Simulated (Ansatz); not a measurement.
# C3H6AlF: one species, many methods

One table from this session's results is given with a row withheld; the runs are named, their logs left out.

Computed with Ansatz 0.2.0, Gaussian basis. Level: functionals in def2-TZVPP, the program's frozen cores in correlated methods.

Plan: LDA (SPW92), PBE-D4, revPBE-D4, BLYP-D4, r2SCAN-D4, B97M-V, PBE0-D4, B3LYP-D4, r2SCANh-D4, r2SCAN0-D4, HSE06-D4, BHLYP-D4, CAM-B3LYP-D4, LC-ωPBE, ωB97X-V, ωB97M-V, B2PLYP, PBE-QIDH; CCSD(T)/def2-SVP; CCSD(T)/def2-TZVPP; MP2/def2-QZVPP; extrapolation to the limit; RPA on PBE.

## Structure used throughout

An earlier PBE0-D4 in a triple-zeta def2 set relaxation fixed the geometry.

11 atoms, charge 0, spin multiplicity 1.

Atoms are counted from 1 here; the program's logs count them from 0.

Bond lengths: F1–C2 1.489 Å, C2–Al3 1.933 Å, C2–H6 1.088 Å, C2–H7 1.088 Å, Al3–C4 1.898 Å, Al3–C5 1.898 Å, C4–C5 1.599 Å, C4–H8 1.089 Å, C4–H9 1.089 Å, C5–H10 1.089 Å, C5–H11 1.089 Å. Angles: F1–C2–Al3 74.2°, F1–C2–H6 106.2°, F1–C2–H7 106.2°, Al3–C2–H6 123.3°, Al3–C2–H7 123.3°, H6–C2–H7 111.2°, C2–Al3–C4 154.9°, C2–Al3–C5 154.9°, C4–Al3–C5 49.8°, Al3–C4–C5 65.1°, Al3–C4–H8 122.7°, Al3–C4–H9 122.2°, C5–C4–H8 114.3°, C5–C4–H9 114.2°, H8–C4–H9 109.9°, Al3–C5–C4 65.1°, Al3–C5–H10 122.6°, Al3–C5–H11 122.4° and more.

Set-up of the first run:

Input file in.yaml:

```yaml
crystal:
  periodic: [false, false, false]
  atoms:
    - {symbol: F, position_ang: [-1.155763, 1.875087, -0.363274]}
    - {symbol: C, position_ang: [0.165836, 2.239089, 0.217450]}
    - {symbol: Al, position_ang: [0.162095, 0.310861, 0.088421]}
    - {symbol: C, position_ang: [-0.244653, -1.449227, 0.670135]}
    - {symbol: C, position_ang: [0.375895, -1.352234, -0.800459]}
    - {symbol: H, position_ang: [-0.046044, 2.776027, 1.139580]}
    - {symbol: H, position_ang: [0.649619, 2.885228, -0.511927]}
    - {symbol: H, position_ang: [0.374927, -1.992091, 1.382119]}
    - {symbol: H, position_ang: [-1.264239, -1.829993, 0.700131]}
    - {symbol: H, position_ang: [1.343660, -1.839069, -0.909987]}
    - {symbol: H, position_ang: [-0.295931, -1.680578, -1.591787]}
basis:
  gaussian: {orbitals: def2-TZVPP}
hamiltonian: {xc: lda}
output: {orbitals: {seedname: orbitals}}
```

Run with:

```console
> ansatz run in.yaml --threads 4 --pin off --events-out ev --progress --plain --max-ram 10444MiB
```

Among the steps run: LDA; PBE-D4 (GGA); revPBE-D4 (GGA); BLYP-D4 (GGA); r2SCAN-D4 (meta-GGA); B97M-V (meta-GGA); PBE0-D4 (hybrid); B3LYP-D4 (hybrid); r2SCANh-D4 (hybrid); r2SCAN0-D4 (hybrid); HSE06-D4 (hybrid); BHLYP-D4 (hybrid); CAM-B3LYP-D4 (range-separated); LC-ωPBE (range-separated); ωB97X-V (range-separated); ωB97M-V (range-separated); B2PLYP (double hybrid); PBE-QIDH (double hybrid).

One of the session's tables, all rows but one given; the rest of the session is left out.

It belongs to the step «Orbital energies across the functionals». 

```
  functional  HOMO (eV)  gap (eV)
 LDA (SPW92)      -4.70      3.08
      PBE-D4      -4.57      3.21
   revPBE-D4      -4.51      3.27
     BLYP-D4          ?         ?
   r2SCAN-D4      -4.74      3.79
      B97M-V      -4.77      3.67
     PBE0-D4      -5.69      5.24
    B3LYP-D4      -5.50      4.80
  r2SCANh-D4      -5.17      4.52
  r2SCAN0-D4      -5.80      5.57
    HSE06-D4      -5.29      4.47
    BHLYP-D4      -6.72      7.02
CAM-B3LYP-D4      -7.03      7.48
     LC-ωPBE      -8.35      9.95
     ωB97X-V      -8.01      9.45
     ωB97M-V      -7.87      8.97
```

Q: Estimate the row for BLYP-D4 from the others.

Worked estimate for «HOMO (eV)». Against the share of exact exchange, B3LYP-D4 (0.2, -5.50), BHLYP-D4 (0.5, -6.72) give a slope of -4.07 per unit share; at 0 the line stands at -4.69.

As computed: HOMO (eV): -4.44; gap (eV): 3.18. In «HOMO (eV)» the line misses by -0.25.
